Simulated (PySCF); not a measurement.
# C4H12Ge: NMR shieldings, part 2 of 2

PySCF 2.14.0. Atoms count from 0. The steps go on from the part before.

## (6) NMR shieldings: PBE0/pcSseg-1 Ge:us-x2c-TZVPall-2c in dichloromethane, spin–orbit

Job settings and geometry (Å):

```
{"job": {"xc": "PBE0", "basis": {"default": "pcSseg-1", "Ge": "us-x2c-TZVPall-2c"}, "rel": "so", "solvent": "dichloromethane", "kind": "hnmr"}, "charge": 0, "multiplicity": 1}
C     -0.472545    -0.999334    -1.654053
Ge    -0.001413    -0.000896    -0.001443
C     -0.021557     1.950221    -0.378336
C     -1.321610    -0.411909     1.425800
C      1.813589    -0.537703     0.603765
H     -1.462241    -0.720982    -2.003807
H     -0.466470    -2.070186    -1.473759
H      0.236597    -0.787228    -2.448641
H      0.240017     2.516916     0.510297
H     -1.006170     2.271200    -0.705315
H      0.690923     2.199874    -1.158873
H     -2.323316    -0.125823     1.119660
H     -1.327916    -1.474153     1.651505
H     -1.082142     0.126793     2.337803
H      1.850668    -1.601541     0.818389
H      2.554970    -0.320949    -0.159590
H      2.091618    -0.002271     1.506687
```

With the program's defaults for keys left out, this is: PBE0/pcSseg-1 Ge:us-x2c-TZVPall-2c GIAO NMR shielding, X2C with spin-orbit coupling, screened-nuclear two-electron part, Gaussian nuclei, IEF-PCM dichloromethane.

Standard output:

```text
spin-free SCF
coarse grid: 57800 points
cycle   1  E = -2257.9719080685  dE = -7.534e-02  |g| = 6.879e-01  |ddm| = 3.554e+00
cycle   2  E = -2257.9478150614  dE =  2.409e-02  |g| = 8.203e-01  |ddm| = 9.492e-01
cycle   3  E = -2258.0592392965  dE = -1.114e-01  |g| = 4.475e-02  |ddm| = 4.911e-01
cycle   4  E = -2258.0594186368  dE = -1.793e-04  |g| = 2.183e-02  |ddm| = 3.877e-02
cycle   5  E = -2258.0594951348  dE = -7.650e-05  |g| = 3.954e-04  |ddm| = 1.402e-02
cycle   6  E = -2258.0594951721  dE = -3.729e-08  |g| = 2.927e-04  |ddm| = 9.659e-04
final grid: 122336 points
cycle   7  E = -2258.0594560875  dE = -6.802e-08  |g| = 3.917e-04  |ddm| = 1.976e-03
cycle   8  E = -2258.0594560810  dE =  6.512e-09  |g| = 5.382e-04  |ddm| = 6.466e-04
cycle   9  E = -2258.0594561124  dE = -3.143e-08  |g| = 3.425e-05  |ddm| = 2.874e-04
cycle  10  E = -2258.0594561128  dE = -3.579e-10  |g| = 2.171e-06  |ddm| = 4.531e-05
converged SCF energy = -2258.0594561128
two-component SCF
cycle   1  E = -2258.0228194394  dE = -2.258e+03  |FDS-SDF| = 5.391e+00
cycle   2  E = -2258.1007896734  dE = -7.797e-02  |FDS-SDF| = 6.735e-02
cycle   3  E = -2258.1008333683  dE = -4.369e-05  |FDS-SDF| = 1.403e-03
cycle   4  E = -2258.1008338952  dE = -5.269e-07  |FDS-SDF| = 4.407e-04
cycle   5  E = -2258.1008339168  dE = -2.161e-08  |FDS-SDF| = 2.946e-04
cycle   6  E = -2258.1008339247  dE = -7.826e-09  |FDS-SDF| = 2.753e-05
converged, E = -2258.1008339247

Field gradients (au) and densities at the nuclei (bohr^-3)
atom        Vxx        Vyy        Vzz        centre      nuclear mean
  0 C      0.0003     0.0004    -0.0007        114.441        114.441
  1 Ge    -0.0006    -0.0023     0.0029      28292.364      28277.617
  2 C      0.0005     0.0007    -0.0012        114.441        114.441
  3 C      0.0002     0.0007    -0.0009        114.441        114.441
  4 C      0.0005     0.0007    -0.0012        114.441        114.441
  5 H     -0.1586    -0.1667     0.3253          0.381          0.381
  6 H     -0.1586    -0.1667     0.3253          0.381          0.381
  7 H     -0.1586    -0.1668     0.3253          0.381          0.381
  8 H     -0.1586    -0.1668     0.3254          0.381          0.381
  9 H     -0.1585    -0.1667     0.3252          0.381          0.381
 10 H     -0.1586    -0.1668     0.3254          0.381          0.381
 11 H     -0.1587    -0.1669     0.3256          0.381          0.381
 12 H     -0.1585    -0.1667     0.3252          0.381          0.381
 13 H     -0.1586    -0.1667     0.3253          0.381          0.381
 14 H     -0.1586    -0.1668     0.3254          0.381          0.381
 15 H     -0.1585    -0.1667     0.3253          0.381          0.381
 16 H     -0.1586    -0.1668     0.3253          0.381          0.381
without picture change
  1 Ge                           0.0029                     41207.938

Core orbital energies (eV)
atom   shell        mean    spread
  1 Ge 1s       -11006.300   0.000
  1 Ge 2s        -1391.046   0.000
  1 Ge 3s         -175.601   0.000
  1 Ge 4s          -18.028   0.000
  1 Ge 2p1/2     -1235.727   0.000
  1 Ge 2p3/2     -1204.021   0.000
  1 Ge 3p1/2      -123.964   0.000
  1 Ge 3p3/2      -119.643   0.000
  1 Ge 3d3/2       -32.163   0.000
  1 Ge 3d5/2       -31.594   0.038

Shielding tensors (ppm)
atom      isotropic    diamagn.    paramagn.     s11        s22        s33       span
  0 C       186.89      251.38      -64.49     182.39     182.50     195.77      13.37
  1 Ge     1542.39     2654.51    -1112.12    1541.60    1542.54    1543.03       1.43
  2 C       186.87      251.38      -64.51     182.40     182.44     195.76      13.35
  3 C       186.88      251.38      -64.50     182.41     182.49     195.74      13.33
  4 C       186.86      251.39      -64.53     182.40     182.46     195.73      13.33
  5 H        31.39       31.00        0.39      26.40      28.58      39.18      12.77
  6 H        31.39       30.99        0.39      26.40      28.58      39.18      12.78
  7 H        31.39       31.00        0.39      26.41      28.59      39.17      12.76
  8 H        31.39       31.01        0.38      26.41      28.59      39.18      12.76
  9 H        31.39       31.00        0.39      26.41      28.58      39.18      12.77
 10 H        31.39       31.01        0.38      26.41      28.59      39.18      12.77
 11 H        31.39       31.00        0.39      26.41      28.58      39.18      12.77
 12 H        31.38       30.99        0.39      26.40      28.58      39.18      12.78
 13 H        31.39       31.01        0.38      26.41      28.60      39.16      12.76
 14 H        31.39       31.00        0.38      26.41      28.58      39.17      12.76
 15 H        31.39       31.00        0.38      26.41      28.58      39.18      12.77
 16 H        31.39       31.02        0.38      26.41      28.60      39.17      12.76
```

It took 88 s on 1 thread of Intel Xeon Platinum 8488C, shared host; peak memory 1.5 GiB.

In short:

| quantity | value |
| --- | --- |
| energy from spin-orbit coupling | -0.0414 Eh |

## (7) NMR shieldings: PBE0/pcSseg-1 Ge:us-x2c-TZVPall-2c in dichloromethane, spin-free

Settings changed since step 6:

```diff
@@ -1,2 +1,2 @@
-{"job": {"xc": "PBE0", "basis": {"default": "pcSseg-1", "Ge": "us-x2c-TZVPall-2c"}, "rel": "so", "solvent": "dichloromethane", "kind": "hnmr"}, "charge": 0, "multiplicity": 1}
+{"job": {"xc": "PBE0", "basis": {"default": "pcSseg-1", "Ge": "us-x2c-TZVPall-2c"}, "rel": "sf", "solvent": "dichloromethane", "kind": "hnmr"}, "charge": 0, "multiplicity": 1}
 C     -0.472545    -0.999334    -1.654053
```

With the program's defaults for keys left out, this is: PBE0/pcSseg-1 Ge:us-x2c-TZVPall-2c GIAO NMR shielding, spin-free X2C, Gaussian nuclei, IEF-PCM dichloromethane.

Standard output:

```text
spin-free SCF
coarse grid: 57800 points
cycle   1  E = -2257.9719080685  dE = -7.534e-02  |g| = 6.879e-01  |ddm| = 3.554e+00
cycle   2  E = -2257.9478150614  dE =  2.409e-02  |g| = 8.203e-01  |ddm| = 9.492e-01
cycle   3  E = -2258.0592392965  dE = -1.114e-01  |g| = 4.475e-02  |ddm| = 4.911e-01
cycle   4  E = -2258.0594186368  dE = -1.793e-04  |g| = 2.183e-02  |ddm| = 3.877e-02
cycle   5  E = -2258.0594951348  dE = -7.650e-05  |g| = 3.954e-04  |ddm| = 1.402e-02
cycle   6  E = -2258.0594951721  dE = -3.729e-08  |g| = 2.927e-04  |ddm| = 9.659e-04
final grid: 122336 points
cycle   7  E = -2258.0594560875  dE = -6.802e-08  |g| = 3.917e-04  |ddm| = 1.976e-03
cycle   8  E = -2258.0594560810  dE =  6.512e-09  |g| = 5.382e-04  |ddm| = 6.466e-04
cycle   9  E = -2258.0594561124  dE = -3.143e-08  |g| = 3.425e-05  |ddm| = 2.874e-04
cycle  10  E = -2258.0594561128  dE = -3.579e-10  |g| = 2.171e-06  |ddm| = 4.531e-05
converged SCF energy = -2258.0594561128
check of the scalar solution
cycle   1  E = -2258.0594561128  dE = -2.258e+03  |FDS-SDF| = 2.171e-06
cycle   2  E = -2258.0594561128  dE = -4.093e-12  |FDS-SDF| = 1.485e-06
converged, E = -2258.0594561128

Field gradients (au) and densities at the nuclei (bohr^-3)
atom        Vxx        Vyy        Vzz        centre      nuclear mean
  0 C      0.0003     0.0004    -0.0007        114.441        114.441
  1 Ge    -0.0006    -0.0023     0.0029      28291.018      28276.271
  2 C      0.0006     0.0007    -0.0013        114.441        114.441
  3 C      0.0003     0.0007    -0.0010        114.441        114.441
  4 C      0.0005     0.0008    -0.0013        114.441        114.441
  5 H     -0.1586    -0.1667     0.3253          0.381          0.381
  6 H     -0.1586    -0.1667     0.3253          0.381          0.381
  7 H     -0.1586    -0.1668     0.3253          0.381          0.381
  8 H     -0.1586    -0.1668     0.3254          0.381          0.381
  9 H     -0.1585    -0.1667     0.3252          0.381          0.381
 10 H     -0.1586    -0.1668     0.3254          0.381          0.381
 11 H     -0.1587    -0.1669     0.3256          0.381          0.381
 12 H     -0.1585    -0.1667     0.3252          0.381          0.381
 13 H     -0.1586    -0.1667     0.3253          0.381          0.381
 14 H     -0.1586    -0.1668     0.3254          0.381          0.381
 15 H     -0.1585    -0.1667     0.3253          0.381          0.381
 16 H     -0.1586    -0.1668     0.3253          0.381          0.381
without picture change
  1 Ge                           0.0029                     41208.220

Core orbital energies (eV)
atom   shell        mean    spread
  1 Ge 1s       -11006.432   0.000
  1 Ge 2s        -1391.070   0.000
  1 Ge 3s         -175.603   0.000
  1 Ge 4s          -18.029   0.000
  1 Ge 2p        -1214.453   0.000
  1 Ge 3p         -121.063   0.000
  1 Ge 3d          -31.821   0.061

Shielding tensors (ppm)
atom      isotropic    diamagn.    paramagn.     s11        s22        s33       span
  0 C       185.47      251.02      -65.54     180.57     180.68     195.18      14.61
  1 Ge     1350.73     2770.68    -1419.95    1349.94    1350.87    1351.38       1.44
  2 C       185.45      251.02      -65.57     180.57     180.62     195.17      14.60
  3 C       185.47      251.03      -65.56     180.58     180.67     195.16      14.57
  4 C       185.45      251.03      -65.58     180.57     180.63     195.14      14.57
  5 H        31.44       30.99        0.44      26.50      28.62      39.19      12.69
  6 H        31.43       30.99        0.44      26.50      28.61      39.19      12.70
  7 H        31.44       31.00        0.44      26.51      28.62      39.18      12.68
  8 H        31.44       31.01        0.43      26.51      28.63      39.19      12.68
  9 H        31.44       31.00        0.44      26.51      28.61      39.19      12.68
 10 H        31.44       31.01        0.43      26.51      28.62      39.19      12.68
 11 H        31.44       31.00        0.44      26.51      28.62      39.20      12.69
 12 H        31.43       30.99        0.44      26.50      28.61      39.19      12.69
 13 H        31.44       31.01        0.43      26.51      28.63      39.17      12.67
 14 H        31.44       31.00        0.43      26.51      28.61      39.19      12.68
 15 H        31.44       31.00        0.43      26.50      28.62      39.19      12.68
 16 H        31.44       31.01        0.43      26.51      28.63      39.18      12.67
```

It took 38 s on 1 thread of Intel Xeon Platinum 8488C, shared host; peak memory 1.2 GiB.

## (8) Shieldings side by side

```csv
run,Ge1,C2,C3,C4,C0,H6,H14,time
"step 2, PBE0/pcSseg-1 Ge:us-x2c-TZVPall-2c, spin–orbit",1543.0,186.1,186.1,186.1,186.1,31.4,31.4,85 s
"step 3, PBE0/pcSseg-1 Ge:us-x2c-TZVPall-2c, spin-free",1351.3,184.7,184.7,184.7,184.7,31.5,31.5,36 s
"step 4, PBE0/pcSseg-1 Ge:us-x2c-TZVPall-2c in water, spin–orbit",1542.3,187.0,187.0,187.0,187.0,31.4,31.4,88 s
"step 5, PBE0/pcSseg-1 Ge:us-x2c-TZVPall-2c in water, spin-free",1350.6,185.6,185.6,185.6,185.6,31.4,31.4,38 s
"step 6, PBE0/pcSseg-1 Ge:us-x2c-TZVPall-2c in dichloromethane, spin–orbit",1542.4,186.9,186.9,186.9,186.9,31.4,31.4,88 s
"step 7, PBE0/pcSseg-1 Ge:us-x2c-TZVPall-2c in dichloromethane, spin-free",1350.7,185.5,185.5,185.4,185.5,31.4,31.4,38 s
```

## (9) What came out

This closing draws on all 2 parts.

```
                                                                                                   quantity                                                   value
                   energy from spin-orbit coupling (step 2, PBE0/pcSseg-1 Ge:us-x2c-TZVPall-2c, spin–orbit)                                              -0.0414 Eh
                                        shieldings (step 2, PBE0/pcSseg-1 Ge:us-x2c-TZVPall-2c, spin–orbit)  C0 186.1, Ge1 1543.0, C2 186.1, C3 186.1, C4 186.1 ppm
                                         shieldings (step 3, PBE0/pcSseg-1 Ge:us-x2c-TZVPall-2c, spin-free)  C0 184.7, Ge1 1351.3, C2 184.7, C3 184.7, C4 184.7 ppm
          energy from spin-orbit coupling (step 4, PBE0/pcSseg-1 Ge:us-x2c-TZVPall-2c in water, spin–orbit)                                              -0.0414 Eh
                               shieldings (step 4, PBE0/pcSseg-1 Ge:us-x2c-TZVPall-2c in water, spin–orbit)  C0 187.0, Ge1 1542.3, C2 187.0, C3 187.0, C4 187.0 ppm
                                shieldings (step 5, PBE0/pcSseg-1 Ge:us-x2c-TZVPall-2c in water, spin-free)  C0 185.6, Ge1 1350.6, C2 185.6, C3 185.6, C4 185.6 ppm
energy from spin-orbit coupling (step 6, PBE0/pcSseg-1 Ge:us-x2c-TZVPall-2c in dichloromethane, spin–orbit)                                              -0.0414 Eh
                     shieldings (step 6, PBE0/pcSseg-1 Ge:us-x2c-TZVPall-2c in dichloromethane, spin–orbit)  C0 186.9, Ge1 1542.4, C2 186.9, C3 186.9, C4 186.9 ppm
                      shieldings (step 7, PBE0/pcSseg-1 Ge:us-x2c-TZVPall-2c in dichloromethane, spin-free)  C0 185.5, Ge1 1350.7, C2 185.5, C3 185.5, C4 185.4 ppm
```

Ge1 moves most between the runs, by 192 ppm; the labels say what changes from run to run.
